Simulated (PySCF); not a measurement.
# Cr···Na: magnetic exchange

Wanted: magnetic exchange for Cr···Na.

Programs: PySCF 2.14.0, with routines of our own; each step states its level. All values are computed. Atoms count from 0.

### Step 1. The starting structure

2 atoms, charge 0, high-spin multiplicity 8; geometry from: GFN2-xTB fragments, placed rigidly.

The system (radical pair): Cr···Na. The radical centres are 3.73 Å apart; the spin sites are atom 0 (6 unpaired) and atom 1 (1 unpaired).

### Step 2. Magnetic exchange: CASSCF and SC-NEVPT2/def2-TZVP (7,7)

What the job is given:

```
{"job": {"kind": "cas", "basis": "def2-TZVP", "active": "magnetic", "zfs": false}, "charge": 0, "high_spin_multiplicity": 8, "spin_sites": [[[0], 6], [[1], 1]]}
Cr    -0.350000     0.000000    -1.830000
Na     0.350000     0.000000     1.830000
```

With the program's defaults for keys left out, this is: CASSCF and SC-NEVPT2/def2-TZVP spin states, gas phase.

Command:

```
OMP_NUM_THREADS=1 python exch_run.py task.json out
```

This one command runs all jobs of the session in turn.

The program printed:

```text
start orbitals: natural orbitals of the high-spin HF determinant (converged)
active space: 7 electrons in 7 orbitals, 14 closed; orbitals optimised for multiplicities 8 6
macro   0  E = -1205.1837471498  dE =  0.000e+00  |g| = 5.369e-02
macro   1  E = -1205.1850425207  dE = -1.295e-03  |g| = 2.014e-02
macro   2  E = -1205.1853128248  dE = -2.703e-04  |g| = 8.153e-03
macro   3  E = -1205.1853200523  dE = -7.228e-06  |g| = 2.038e-03
macro   4  E = -1205.1853226337  dE = -2.581e-06  |g| = 1.556e-03
macro   5  E = -1205.1853232296  dE = -5.959e-07  |g| = 9.336e-04
macro   6  E = -1205.1853236019  dE = -3.723e-07  |g| = 4.475e-04
macro   7  E = -1205.1853236867  dE = -8.486e-08  |g| = 3.837e-04
macro   8  E = -1205.1853237117  dE = -2.501e-08  |g| = 1.320e-04
CASSCF converged, mean energy = -1205.1853237117
2S+1 = 8  root 0  E(CAS) = -1205.18119805  E(NEVPT2) = -1205.66135724  occupations 1.000 1.000 1.000 1.000 1.000 1.000 1.000
2S+1 = 6  root 0  E(CAS) = -1205.18944938  E(NEVPT2) = -1205.67325114  occupations 1.533 1.000 1.000 1.000 1.000 1.000 0.467
```

Run time: 1.9 s. Hardware: 1 thread of Arm Neoverse N1, shared host; peak memory 0.22 GiB.

Key values:

```csv
quantity,value
J (CASSCF),-259 cm⁻¹
J (NEVPT2),-373 cm⁻¹
low less high spin (NEVPT2),-7.5 kcal/mol
```

Mulliken spin populations of the high-spin state:

```csv
atom,value (e)
Cr0,5.98
Na1,1.02
```

### Step 3. Magnetic exchange: HF/def2-TZVP

What the job is given:

```
{"job": {"kind": "bs", "xc": "HF", "basis": "def2-TZVP", "rks": false}, "charge": 0, "high_spin_multiplicity": 8, "spin_sites": [[[0], 6], [[1], 1]]}
Cr    -0.350000     0.000000    -1.830000
Na     0.350000     0.000000     1.830000
```

With the program's defaults for keys left out, this is: HF/def2-TZVP high-spin and broken-symmetry single points, gas phase.

The program printed:

```text
high-spin state, multiplicity 8
final grid: 24568 points
cycle   1  E = -1205.1555022352  dE = -1.114e+00  |g| = 3.214e-01  |ddm| = 1.524e+00
cycle   2  E = -1205.1722774163  dE = -1.678e-02  |g| = 1.753e-01  |ddm| = 3.900e-01
cycle   3  E = -1205.1815466337  dE = -9.269e-03  |g| = 4.747e-02  |ddm| = 1.264e-01
cycle   4  E = -1205.1825499527  dE = -1.003e-03  |g| = 4.922e-03  |ddm| = 1.350e-01
cycle   5  E = -1205.1826185376  dE = -6.858e-05  |g| = 1.648e-03  |ddm| = 5.007e-02
cycle   6  E = -1205.1826269975  dE = -8.460e-06  |g| = 4.074e-04  |ddm| = 1.979e-02
cycle   7  E = -1205.1826277501  dE = -7.527e-07  |g| = 1.274e-04  |ddm| = 6.096e-03
cycle   8  E = -1205.1826278184  dE = -6.830e-08  |g| = 3.990e-05  |ddm| = 1.686e-03
cycle   9  E = -1205.1826278247  dE = -6.295e-09  |g| = 2.139e-05  |ddm| = 3.851e-04
converged SCF energy = -1205.1826278247

broken-symmetry state, M_S = 2.5, start: spins of the second site flipped
final grid: 24568 points
cycle   1  E = -1205.1856602451  dE = -1.412e-02  |g| = 2.186e-02  |ddm| = 2.895e-01
cycle   2  E = -1205.1878927887  dE = -2.233e-03  |g| = 9.722e-03  |ddm| = 1.240e-01
cycle   3  E = -1205.1886029317  dE = -7.101e-04  |g| = 4.855e-03  |ddm| = 8.862e-02
cycle   4  E = -1205.1887144401  dE = -1.115e-04  |g| = 2.818e-03  |ddm| = 2.920e-02
cycle   5  E = -1205.1887651547  dE = -5.071e-05  |g| = 1.368e-03  |ddm| = 2.854e-02
cycle   6  E = -1205.1887699521  dE = -4.797e-06  |g| = 4.265e-04  |ddm| = 9.765e-03
cycle   7  E = -1205.1887705003  dE = -5.482e-07  |g| = 1.597e-04  |ddm| = 2.643e-03
cycle   8  E = -1205.1887705991  dE = -9.887e-08  |g| = 4.695e-05  |ddm| = 8.812e-04
cycle   9  E = -1205.1887706105  dE = -1.133e-08  |g| = 2.152e-05  |ddm| = 3.879e-04
cycle  10  E = -1205.1887706142  dE = -3.734e-09  |g| = 1.232e-05  |ddm| = 2.262e-04
converged SCF energy = -1205.1887706142

<S^2> high spin = 15.7501, broken symmetry = 9.5415
E(HS) - E(BS) = 1348.19 cm-1
J_noodleman = -224.70 cm-1
J_unprojected = -192.60 cm-1
J_yamaguchi = -217.15 cm-1
```

Wall time 0.6 s (1 thread of Arm Neoverse N1, shared host); peak memory 0.22 GiB.

In short:

```csv
quantity,value
J (Yamaguchi),-217 cm⁻¹
"low less high spin, projected",-4.3 kcal/mol
```

### Step 4. Magnetic exchange: r2SCAN/def2-TZVP

What the job is given:

```
{"job": {"kind": "bs", "xc": "r2SCAN", "grid": 2, "basis": "def2-TZVP", "rks": false}, "charge": 0, "high_spin_multiplicity": 8, "spin_sites": [[[0], 6], [[1], 1]]}
Cr    -0.350000     0.000000    -1.830000
Na     0.350000     0.000000     1.830000
```

Level: r2SCAN/def2-TZVP high-spin and broken-symmetry single points, gas phase.

The program printed:

```text
high-spin state, multiplicity 8
final grid: 24568 points
cycle   1  E = -1206.6527471907  dE = -7.732e-03  |g| = 1.632e-01  |ddm| = 4.100e-01
cycle   2  E = -1206.6203714647  dE =  3.238e-02  |g| = 3.591e-01  |ddm| = 3.871e-01
cycle   3  E = -1206.6617814394  dE = -4.141e-02  |g| = 1.304e-02  |ddm| = 2.447e-01
cycle   4  E = -1206.6618380812  dE = -5.664e-05  |g| = 2.548e-03  |ddm| = 9.461e-03
cycle   5  E = -1206.6618402038  dE = -2.123e-06  |g| = 1.315e-03  |ddm| = 6.123e-03
cycle   6  E = -1206.6618408888  dE = -6.850e-07  |g| = 1.039e-04  |ddm| = 2.729e-03
cycle   7  E = -1206.6618408973  dE = -8.468e-09  |g| = 5.186e-05  |ddm| = 7.144e-04
converged SCF energy = -1206.6618408973

broken-symmetry state, M_S = 2.5, start: spins of the second site flipped
final grid: 24568 points
cycle   1  E = -1206.6712060692  dE = -2.094e-02  |g| = 4.264e-02  |ddm| = 6.096e-01
cycle   2  E = -1206.6717636267  dE = -5.576e-04  |g| = 4.809e-02  |ddm| = 1.816e-01
cycle   3  E = -1206.6731371561  dE = -1.374e-03  |g| = 1.343e-02  |ddm| = 7.879e-02
cycle   4  E = -1206.6732176349  dE = -8.048e-05  |g| = 5.908e-03  |ddm| = 1.846e-02
cycle   5  E = -1206.6732584378  dE = -4.080e-05  |g| = 1.459e-03  |ddm| = 2.466e-02
cycle   6  E = -1206.6732624816  dE = -4.044e-06  |g| = 2.785e-04  |ddm| = 1.057e-02
cycle   7  E = -1206.6732626037  dE = -1.221e-07  |g| = 1.229e-04  |ddm| = 1.672e-03
cycle   8  E = -1206.6732626207  dE = -1.698e-08  |g| = 3.515e-05  |ddm| = 3.893e-04
cycle   9  E = -1206.6732626224  dE = -1.700e-09  |g| = 2.161e-05  |ddm| = 1.284e-04
converged SCF energy = -1206.6732626224

<S^2> high spin = 15.7501, broken symmetry = 9.3996
E(HS) - E(BS) = 2506.78 cm-1
J_noodleman = -417.80 cm-1
J_unprojected = -358.11 cm-1
J_yamaguchi = -394.74 cm-1
```

It took 7.4 s on 1 thread of Arm Neoverse N1, shared host; peak memory 0.22 GiB.

Key values:

```csv
quantity,value
J (Yamaguchi),-395 cm⁻¹
"low less high spin, projected",-7.9 kcal/mol
```

### Step 5. Magnetic exchange: r2SCAN/STO-3G

What the job is given:

```
{"job": {"kind": "bs", "xc": "r2SCAN", "grid": 2, "basis": "STO-3G", "rks": false, "x2c": false}, "charge": 0, "high_spin_multiplicity": 8, "spin_sites": [[[0], 6], [[1], 1]]}
Cr    -0.350000     0.000000    -1.830000
Na     0.350000     0.000000     1.830000
```

With the program's defaults for keys left out, this is: r2SCAN/STO-3G high-spin and broken-symmetry single points, gas phase.

The program printed:

```text
high-spin state, multiplicity 8
coarse grid: 13568 points
cycle   1  E = -1192.8276901691  dE = -5.657e-01  |g| = 3.803e-01  |ddm| = 2.474e+00
cycle   2  E = -1187.5926435697  dE =  5.235e+00  |g| = 1.648e+00  |ddm| = 4.442e+00
cycle   3  E = -1192.6722570251  dE = -5.080e+00  |g| = 4.117e-01  |ddm| = 3.150e+00
cycle   4  E = -1192.9625986242  dE = -2.903e-01  |g| = 2.837e-01  |ddm| = 3.068e+00
cycle   5  E = -1193.1436395598  dE = -1.810e-01  |g| = 1.469e-01  |ddm| = 1.365e+00
cycle   6  E = -1193.1891778680  dE = -4.554e-02  |g| = 7.800e-02  |ddm| = 1.200e+00
cycle   7  E = -1193.1884183760  dE =  7.595e-04  |g| = 6.994e-02  |ddm| = 2.514e-01
cycle   8  E = -1193.1966098647  dE = -8.191e-03  |g| = 2.756e-02  |ddm| = 3.689e-01
cycle   9  E = -1193.1970683289  dE = -4.585e-04  |g| = 2.126e-02  |ddm| = 2.564e-01
cycle  10  E = -1193.1969189404  dE =  1.494e-04  |g| = 2.250e-02  |ddm| = 2.107e-02
cycle  11  E = -1193.1971042141  dE = -1.853e-04  |g| = 2.010e-02  |ddm| = 1.256e-02
cycle  12  E = -1193.1978319617  dE = -7.277e-04  |g| = 3.429e-03  |ddm| = 8.579e-02
cycle  13  E = -1193.1978506817  dE = -1.872e-05  |g| = 1.255e-03  |ddm| = 1.155e-02
cycle  14  E = -1193.1978538804  dE = -3.199e-06  |g| = 1.910e-04  |ddm| = 8.111e-03
final grid: 24568 points
cycle  15  E = -1193.2020716928  dE =  4.272e-05  |g| = 4.883e-03  |ddm| = 3.201e-02
cycle  16  E = -1193.2007601387  dE =  1.312e-03  |g| = 2.614e-02  |ddm| = 1.686e-01
cycle  17  E = -1193.2021161390  dE = -1.356e-03  |g| = 1.163e-03  |ddm| = 1.436e-01
cycle  18  E = -1193.2021178418  dE = -1.703e-06  |g| = 2.431e-04  |ddm| = 5.519e-03
cycle  19  E = -1193.2021184596  dE = -6.178e-07  |g| = 1.487e-04  |ddm| = 3.330e-03
cycle  20  E = -1193.2021189967  dE = -5.371e-07  |g| = 1.337e-04  |ddm| = 3.201e-03
cycle  21  E = -1193.2021203755  dE = -1.379e-06  |g| = 1.418e-04  |ddm| = 8.583e-03
cycle  22  E = -1193.2021248498  dE = -4.474e-06  |g| = 1.833e-04  |ddm| = 3.077e-02
cycle  23  E = -1193.2021251394  dE = -2.896e-07  |g| = 1.192e-04  |ddm| = 2.113e-03
cycle  24  E = -1193.2021306025  dE = -5.463e-06  |g| = 1.712e-04  |ddm| = 4.737e-02
cycle  25  E = -1193.2021338545  dE = -3.252e-06  |g| = 2.351e-04  |ddm| = 3.983e-02
cycle  26  E = -1193.2021366399  dE = -2.785e-06  |g| = 4.567e-04  |ddm| = 7.115e-02
cycle  27  E = -1193.2021357290  dE =  9.109e-07  |g| = 8.319e-04  |ddm| = 1.303e-02
cycle  28  E = -1193.2021364409  dE = -7.119e-07  |g| = 6.649e-04  |ddm| = 1.309e-02
cycle  29  E = -1193.2021373775  dE = -9.365e-07  |g| = 2.568e-04  |ddm| = 1.341e-02
cycle  30  E = -1193.2021375068  dE = -1.293e-07  |g| = 1.077e-04  |ddm| = 3.077e-03
cycle  31  E = -1193.2021375342  dE = -2.742e-08  |g| = 8.488e-06  |ddm| = 1.143e-03
cycle  32  E = -1193.2021375341  dE =  8.572e-11  |g| = 1.203e-05  |ddm| = 1.770e-03
converged SCF energy = -1193.2021375341

broken-symmetry state, M_S = 2.5, start: spins of the second site flipped
final grid: 24568 points
cycle   1  E = -1193.2323187952  dE = -7.765e-02  |g| = 9.434e-02  |ddm| = 1.837e+00
cycle   2  E = -1192.7579002150  dE =  4.744e-01  |g| = 5.461e-01  |ddm| = 2.570e+00
cycle   3  E = -1193.2572800219  dE = -4.994e-01  |g| = 1.931e-01  |ddm| = 2.334e+00
cycle   4  E = -1193.2812818517  dE = -2.400e-02  |g| = 1.408e-01  |ddm| = 2.666e-01
cycle   5  E = -1193.3065902628  dE = -2.531e-02  |g| = 9.130e-02  |ddm| = 5.071e-01
cycle   6  E = -1193.3130839902  dE = -6.494e-03  |g| = 5.362e-02  |ddm| = 1.694e-01
cycle   7  E = -1193.3160963630  dE = -3.012e-03  |g| = 1.983e-02  |ddm| = 2.763e-01
cycle   8  E = -1193.3165264052  dE = -4.300e-04  |g| = 1.042e-02  |ddm| = 8.037e-02
cycle   9  E = -1193.3166528466  dE = -1.264e-04  |g| = 4.801e-03  |ddm| = 4.333e-02
cycle  10  E = -1193.3167487907  dE = -9.594e-05  |g| = 2.461e-03  |ddm| = 5.218e-02
[... 15 cycles left out ...]
cycle  26  E = -1193.3170683553  dE =  7.284e-05  |g| = 8.278e-03  |ddm| = 2.283e-02
cycle  27  E = -1193.3173627544  dE = -2.944e-04  |g| = 6.931e-03  |ddm| = 2.545e-01
cycle  28  E = -1193.3170494949  dE =  3.133e-04  |g| = 6.426e-03  |ddm| = 3.228e-01
cycle  29  E = -1193.3171581025  dE = -1.086e-04  |g| = 6.244e-03  |ddm| = 1.001e-01
cycle  30  E = -1193.3171714473  dE = -1.334e-05  |g| = 7.831e-03  |ddm| = 5.623e-02
cycle  31  E = -1193.3171520665  dE =  1.938e-05  |g| = 8.940e-03  |ddm| = 1.909e-02
cycle  32  E = -1193.3171484025  dE =  3.664e-06  |g| = 8.486e-03  |ddm| = 2.378e-02
cycle  33  E = -1193.3170867581  dE =  6.164e-05  |g| = 8.935e-03  |ddm| = 4.661e-02
cycle  34  E = -1193.3170003104  dE =  8.645e-05  |g| = 9.684e-03  |ddm| = 7.613e-02
cycle  35  E = -1193.3170183672  dE = -1.806e-05  |g| = 9.307e-03  |ddm| = 2.709e-02
SCF not converged, last energy = -1193.3170183672
restart with level shift 0.3
final grid: 24568 points
cycle   1  E = -1193.1710891538  dE = -1.642e-02  |g| = 5.044e-02  |ddm| = 3.398e-01
cycle   2  E = -1193.1870529320  dE = -1.596e-02  |g| = 5.424e-02  |ddm| = 3.208e-01
cycle   3  E = -1193.2065057062  dE = -1.945e-02  |g| = 5.975e-02  |ddm| = 3.488e-01
cycle   4  E = -1193.2230214701  dE = -1.652e-02  |g| = 6.110e-02  |ddm| = 3.417e-01
cycle   5  E = -1193.2329742226  dE = -9.953e-03  |g| = 7.128e-02  |ddm| = 3.479e-01
cycle   6  E = -1193.2338765370  dE = -9.023e-04  |g| = 1.016e-01  |ddm| = 4.406e-01
cycle   7  E = -1193.2275734652  dE =  6.303e-03  |g| = 1.178e-01  |ddm| = 3.052e-01
cycle   8  E = -1193.2242694471  dE =  3.304e-03  |g| = 1.137e-01  |ddm| = 1.676e-01
cycle   9  E = -1193.2213916796  dE =  2.878e-03  |g| = 1.116e-01  |ddm| = 1.262e-01
cycle  10  E = -1193.2241336556  dE = -2.742e-03  |g| = 9.801e-02  |ddm| = 5.262e-02
...
cycle  60  E = -1193.3167690977  dE = -2.949e-05  |g| = 2.810e-03  |ddm| = 1.760e-02
cycle  61  E = -1193.3168026297  dE = -3.353e-05  |g| = 3.194e-03  |ddm| = 2.101e-02
cycle  62  E = -1193.3168281639  dE = -2.553e-05  |g| = 2.872e-03  |ddm| = 1.556e-02
cycle  63  E = -1193.3168545047  dE = -2.634e-05  |g| = 2.865e-03  |ddm| = 1.715e-02
cycle  64  E = -1193.3168829956  dE = -2.849e-05  |g| = 2.948e-03  |ddm| = 1.930e-02
cycle  65  E = -1193.3169184709  dE = -3.548e-05  |g| = 3.182e-03  |ddm| = 2.469e-02
cycle  66  E = -1193.3169438219  dE = -2.535e-05  |g| = 2.532e-03  |ddm| = 1.735e-02
cycle  67  E = -1193.3169779822  dE = -3.416e-05  |g| = 3.295e-03  |ddm| = 2.792e-02
cycle  68  E = -1193.3170067605  dE = -2.878e-05  |g| = 2.762e-03  |ddm| = 2.189e-02
cycle  69  E = -1193.3170352958  dE = -2.854e-05  |g| = 2.860e-03  |ddm| = 2.372e-02
cycle  70  E = -1193.3170622568  dE = -2.696e-05  |g| = 2.710e-03  |ddm| = 2.284e-02
SCF not converged, last energy = -1193.3170622568

<S^2> high spin = 15.7505, broken symmetry = 8.7533
E(HS) - E(BS) = 25223.06 cm-1
J_noodleman = -4203.84 cm-1
J_unprojected = -3603.29 cm-1
J_yamaguchi = -3604.75 cm-1
```

It took 19 s on 1 thread of Arm Neoverse N1, shared host; peak memory 0.22 GiB.

Diagnosis: the SCF of the broken-symmetry state did not converge, so J is no result here.

### Step 6. Magnetic exchange: wB97X/def2-TZVP, X2C in dichloromethane

What the job is given:

```
{"job": {"kind": "bs", "xc": "wB97X", "grid": 1, "basis": "def2-TZVP", "rks": false, "solvent": "dichloromethane", "x2c": true}, "charge": 0, "high_spin_multiplicity": 8, "spin_sites": [[[0], 6], [[1], 1]]}
Cr    -0.350000     0.000000    -1.830000
Na     0.350000     0.000000     1.830000
```

With the program's defaults for keys left out, this is: wB97X/def2-TZVP high-spin and broken-symmetry single points, scalar X2C, IEF-PCM dichloromethane.

The program printed:

```text
high-spin state, multiplicity 8
final grid: 13568 points
cycle   1  E = -1211.9941083480  dE = -5.529e-01  |g| = 7.274e-01  |ddm| = 1.555e+00
cycle   2  E = -1211.8191256108  dE =  1.750e-01  |g| = 1.084e+00  |ddm| = 9.427e-01
cycle   3  E = -1212.1357327902  dE = -3.166e-01  |g| = 3.236e-02  |ddm| = 5.648e-01
cycle   4  E = -1212.1363249588  dE = -5.922e-04  |g| = 7.047e-03  |ddm| = 8.775e-02
cycle   5  E = -1212.1363927059  dE = -6.775e-05  |g| = 2.648e-03  |ddm| = 3.824e-02
cycle   6  E = -1212.1364172212  dE = -2.452e-05  |g| = 1.325e-03  |ddm| = 2.875e-02
cycle   7  E = -1212.1364259359  dE = -8.715e-06  |g| = 4.732e-04  |ddm| = 2.249e-02
cycle   8  E = -1212.1364281689  dE = -2.233e-06  |g| = 3.625e-04  |ddm| = 7.055e-03
cycle   9  E = -1212.1364298312  dE = -1.662e-06  |g| = 3.215e-04  |ddm| = 5.123e-03
cycle  10  E = -1212.1364312863  dE = -1.455e-06  |g| = 3.144e-04  |ddm| = 4.680e-03
cycle  11  E = -1212.1364345856  dE = -3.299e-06  |g| = 2.974e-04  |ddm| = 1.107e-02
cycle  12  E = -1212.1364501696  dE = -1.558e-05  |g| = 2.220e-04  |ddm| = 6.793e-02
cycle  13  E = -1212.1364534135  dE = -3.244e-06  |g| = 1.834e-04  |ddm| = 2.203e-02
cycle  14  E = -1212.1364558315  dE = -2.418e-06  |g| = 1.018e-04  |ddm| = 2.282e-02
cycle  15  E = -1212.1364570688  dE = -1.237e-06  |g| = 8.951e-05  |ddm| = 2.864e-02
cycle  16  E = -1212.1364570402  dE =  2.857e-08  |g| = 5.304e-05  |ddm| = 5.061e-03
cycle  17  E = -1212.1364571279  dE = -8.773e-08  |g| = 1.545e-05  |ddm| = 7.822e-03
cycle  18  E = -1212.1364571276  dE =  2.715e-10  |g| = 1.286e-05  |ddm| = 7.607e-04
converged SCF energy = -1212.1364571276

broken-symmetry state, M_S = 2.5, start: spins of the second site flipped
final grid: 13568 points
cycle   1  E = -1212.1443972926  dE = -1.689e-02  |g| = 3.690e-02  |ddm| = 2.676e-01
cycle   2  E = -1212.1501248497  dE = -5.728e-03  |g| = 2.259e-02  |ddm| = 1.355e-01
cycle   3  E = -1212.1547949203  dE = -4.670e-03  |g| = 2.253e-02  |ddm| = 1.284e-01
cycle   4  E = -1212.1557670681  dE = -9.721e-04  |g| = 2.262e-02  |ddm| = 2.515e-02
cycle   5  E = -1212.1564105308  dE = -6.435e-04  |g| = 2.284e-02  |ddm| = 1.671e-02
cycle   6  E = -1212.1534613613  dE =  2.949e-03  |g| = 2.201e-02  |ddm| = 8.287e-02
cycle   7  E = -1212.1514647738  dE =  1.997e-03  |g| = 2.163e-02  |ddm| = 6.273e-02
cycle   8  E = -1212.1516655290  dE = -2.008e-04  |g| = 2.140e-02  |ddm| = 2.180e-02
cycle   9  E = -1212.1502325848  dE =  1.433e-03  |g| = 2.028e-02  |ddm| = 8.114e-02
cycle  10  E = -1212.1488501561  dE =  1.382e-03  |g| = 1.920e-02  |ddm| = 6.682e-02
[... 15 cycles left out ...]
cycle  26  E = -1212.1454463528  dE =  2.743e-03  |g| = 1.865e-02  |ddm| = 9.578e-02
cycle  27  E = -1212.1460760611  dE = -6.297e-04  |g| = 1.882e-02  |ddm| = 2.545e-02
cycle  28  E = -1212.1455320346  dE =  5.440e-04  |g| = 1.846e-02  |ddm| = 4.497e-02
cycle  29  E = -1212.1447859370  dE =  7.461e-04  |g| = 1.830e-02  |ddm| = 3.035e-02
cycle  30  E = -1212.1458427247  dE = -1.057e-03  |g| = 1.843e-02  |ddm| = 3.955e-02
cycle  31  E = -1212.1449435394  dE =  8.992e-04  |g| = 1.816e-02  |ddm| = 5.252e-02
cycle  32  E = -1212.1445188893  dE =  4.247e-04  |g| = 1.813e-02  |ddm| = 1.586e-02
cycle  33  E = -1212.1440475500  dE =  4.713e-04  |g| = 1.817e-02  |ddm| = 1.674e-02
cycle  34  E = -1212.1473136151  dE = -3.266e-03  |g| = 1.842e-02  |ddm| = 1.122e-01
cycle  35  E = -1212.1473535533  dE = -3.994e-05  |g| = 1.843e-02  |ddm| = 1.577e-03
SCF not converged, last energy = -1212.1473535533
restart with level shift 0.3
final grid: 13568 points
cycle   1  E = -1212.1357787368  dE = -8.268e-03  |g| = 4.385e-02  |ddm| = 1.200e-01
cycle   2  E = -1212.1416205766  dE = -5.842e-03  |g| = 3.734e-02  |ddm| = 9.359e-02
cycle   3  E = -1212.1473940696  dE = -5.773e-03  |g| = 2.617e-02  |ddm| = 1.174e-01
cycle   4  E = -1212.1500754063  dE = -2.681e-03  |g| = 2.181e-02  |ddm| = 7.489e-02
cycle   5  E = -1212.1520996811  dE = -2.024e-03  |g| = 2.048e-02  |ddm| = 5.547e-02
cycle   6  E = -1212.1543662777  dE = -2.267e-03  |g| = 2.014e-02  |ddm| = 5.971e-02
cycle   7  E = -1212.1559044983  dE = -1.538e-03  |g| = 2.086e-02  |ddm| = 3.998e-02
cycle   8  E = -1212.1558787330  dE =  2.577e-05  |g| = 2.251e-02  |ddm| = 1.394e-02
cycle   9  E = -1212.1552348637  dE =  6.439e-04  |g| = 2.360e-02  |ddm| = 1.891e-02
cycle  10  E = -1212.1550604231  dE =  1.744e-04  |g| = 2.292e-02  |ddm| = 8.940e-03
...
cycle  60  E = -1212.1536842564  dE =  1.489e-03  |g| = 2.240e-02  |ddm| = 4.764e-02
cycle  61  E = -1212.1527116514  dE =  9.726e-04  |g| = 2.217e-02  |ddm| = 2.991e-02
cycle  62  E = -1212.1518624583  dE =  8.492e-04  |g| = 2.192e-02  |ddm| = 2.343e-02
cycle  63  E = -1212.1508508608  dE =  1.012e-03  |g| = 2.203e-02  |ddm| = 2.893e-02
cycle  64  E = -1212.1504995726  dE =  3.513e-04  |g| = 2.131e-02  |ddm| = 1.453e-02
cycle  65  E = -1212.1501496209  dE =  3.500e-04  |g| = 2.120e-02  |ddm| = 1.393e-02
cycle  66  E = -1212.1496230032  dE =  5.266e-04  |g| = 2.215e-02  |ddm| = 2.303e-02
cycle  67  E = -1212.1515277540  dE = -1.905e-03  |g| = 1.898e-02  |ddm| = 6.091e-02
cycle  68  E = -1212.1519778102  dE = -4.501e-04  |g| = 1.956e-02  |ddm| = 2.118e-02
cycle  69  E = -1212.1517540531  dE =  2.238e-04  |g| = 2.039e-02  |ddm| = 1.222e-02
cycle  70  E = -1212.1517606669  dE = -6.614e-06  |g| = 2.040e-02  |ddm| = 2.576e-03
SCF not converged, last energy = -1212.1517606669

<S^2> high spin = 15.7505, broken symmetry = 9.4951
E(HS) - E(BS) = 3358.74 cm-1
J_noodleman = -559.79 cm-1
J_unprojected = -479.82 cm-1
J_yamaguchi = -536.93 cm-1
```

Run time: 18 s. Hardware: 1 thread of Arm Neoverse N1, shared host; peak memory 0.25 GiB.

Diagnosis: the SCF of the broken-symmetry state did not converge, so J is no result here.

### Step 7. The levels compared

J for H = −2J S1·S2; the gap is low spin less high spin (projected; unprojected where the broken-symmetry state collapsed; or NEVPT2):

```csv
step,level,geometry,J (cm⁻¹),gap (kcal/mol),time
2,"CASSCF and SC-NEVPT2/def2-TZVP (7,7)",one,-373,-7.5,1.9 s
3,HF/def2-TZVP,one,-217,-4.3,0.6 s
4,r2SCAN/def2-TZVP,one,-395,-7.9,7.4 s
```

CASSCF times leave out a start SCF that an earlier step had already made.

### Step 8. Outcome

| quantity | value |
| --- | --- |
| J (CASSCF) (step 2, CASSCF and SC-NEVPT2/def2-TZVP (7,7)) | -259 cm⁻¹ |
| J (NEVPT2) (step 2, CASSCF and SC-NEVPT2/def2-TZVP (7,7)) | -373 cm⁻¹ |
| low less high spin (NEVPT2) (step 2, CASSCF and SC-NEVPT2/def2-TZVP (7,7)) | -7.5 kcal/mol |
| J | -395 (r2SCAN/def2-TZVP) to -217 cm⁻¹ (HF/def2-TZVP) |
| runs | 2 failed, 0 ended on unsound input |

What this shows: The levels with a meaningful J put the low-spin state lower (antiferromagnetic coupling), from -395 to -217 cm⁻¹.
